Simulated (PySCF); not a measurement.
**C₆H₁₄Si₂: geometry, NMR shifts and electronic excitations**

What NMR shifts and electronic excitations should C₆H₁₄Si₂ (`C1C[SiH]2CC[SiH]1CC2`) show?

The runs use PySCF 2.14.0, with density-fitted response routines of our own; the level of theory stands in each step. All values are computed, except where a source is named. Atoms count from 0, in the outputs and in this text.

**1. Starting geometry**

22 atoms, charge 0, multiplicity 1; geometry from: GFN2-xTB.

Bonds of the start (Å): C0–C1 1.54, C1–Si2 1.91, Si2–C3 1.91, C3–C4 1.54, C4–Si5 1.91, Si5–C6 1.91, C6–C7 1.54, Si5–C0 1.91, C7–Si2 1.91, C0–H8 1.09, C0–H9 1.09, C1–H10 1.09, C1–H11 1.09, Si2–H12 1.47, C3–H13 1.09, C3–H14 1.09, C4–H15 1.09, C4–H16 1.09, Si5–H17 1.47, C6–H18 1.09, C6–H19 1.09, C7–H20 1.09, C7–H21 1.09.

**2. Optimising the geometry at PBE0-D3(BJ)/def2-SVP**

The job: settings as JSON, then the geometry in Å.

```
{"job": {"xc": "PBE0", "basis": "def2-SVP", "d3": "d3bj", "grid": 1, "kind": "geom"}, "charge": 0, "multiplicity": 1}
C      1.649583    -0.778064    -0.519784
C      0.852827    -1.620143     0.490396
Si    -0.532634    -0.564095     1.275611
C      0.222563     1.179572     1.474691
C      0.306686     1.873990     0.105463
Si     0.529421     0.572453    -1.275846
C     -1.181314    -0.257668    -1.462690
C     -1.858347    -0.379885    -0.088202
H      2.085945    -1.421854    -1.284012
H      2.489237    -0.303575    -0.011037
H      1.522497    -2.040677     1.241256
H      0.403877    -2.470858    -0.023323
H     -1.058357    -1.124190     2.529739
H      1.224625     1.087580     1.894852
H     -0.342472     1.794583     2.175940
H      1.107526     2.614077     0.107534
H     -0.615292     2.428010    -0.074194
H      1.050154     1.131345    -2.532606
H     -1.047648    -1.253173    -1.887356
H     -1.827919     0.281760    -2.155447
H     -2.445832     0.518315     0.105130
H     -2.566337    -1.209337    -0.088675
```

**Question.** This job is followed by: GIAO PBE0/pcSseg-1 NMR shielding, non-relativistic, gas phase; TDDFT B3LYP/def2-SVPD, vertical, gas phase, core orbitals frozen in the response; GIAO WP04/pcSseg-1 NMR shielding, non-relativistic, gas phase. What will the session give for the following? point group; rotational constants (main isotopes); 13C shifts against TMS (PBE0/pcSseg-1, means over atoms taken as alike); 1H shifts against TMS (PBE0/pcSseg-1, means over atoms taken as alike); 29Si shifts against TMS (PBE0/pcSseg-1, means over atoms taken as alike); lowest singlet (B3LYP/def2-SVPD); brightest single state of those computed; lowest triplet; vertical ionisation energy (ΔSCF); range of the shift of Si2.

**Answer**, as computed:

| quantity | value |
| --- | --- |
| point group | D3 |
| rotational constants (main isotopes) | 1.73, 1.47, 1.47 GHz |
| 13C shifts against TMS (PBE0/pcSseg-1, means over atoms taken as alike) | 4.6 ppm |
| 1H shifts against TMS (PBE0/pcSseg-1, means over atoms taken as alike) | 3.98, 0.90 ppm |
| 29Si shifts against TMS (PBE0/pcSseg-1, means over atoms taken as alike) | -27.9 ppm |
| lowest singlet (B3LYP/def2-SVPD) | 6.34 eV (196 nm), f = 0.000 |
| brightest single state of those computed | state 5, 6.82 eV, f = 0.021 |
| lowest triplet | 6.21 eV |
| vertical ionisation energy (ΔSCF) | 8.79 eV |
| range of the shift of Si2 | -27.9 to -23.5 ppm |

What this shows: Relaxing lowered the energy by 0.080 eV in 3 steps; the close pair that moved most is Si5–H17, from 1.471 to 1.496 Å. No frequency check was run at this level, so the end point may be a saddle. At PBE0/pcSseg-1: The widest tensor belongs to Si2, Si5: span 46 ppm, with a paramagnetic part of -500 ppm. The first singlet state (HOMO→LUMO 0.98) lies at 6.34 eV and is dark; of the 10 states computed, the strongest absorption comes from states 4 to 6 together at 6.82 eV. The lowest triplet lies 0.12 eV below the lowest singlet (triplets in Tamm-Dancoff, singlets in full TDDFT). ΔSCF puts the ionisation energy at 8.79 eV, 1.85 eV above −ε(HOMO). In ppm, Si2 (with its like atoms) moves most: its shift spreads over 4.4 ppm, from -27.9 (PBE0/pcSseg-1) to -23.5 (WP04/pcSseg-1).
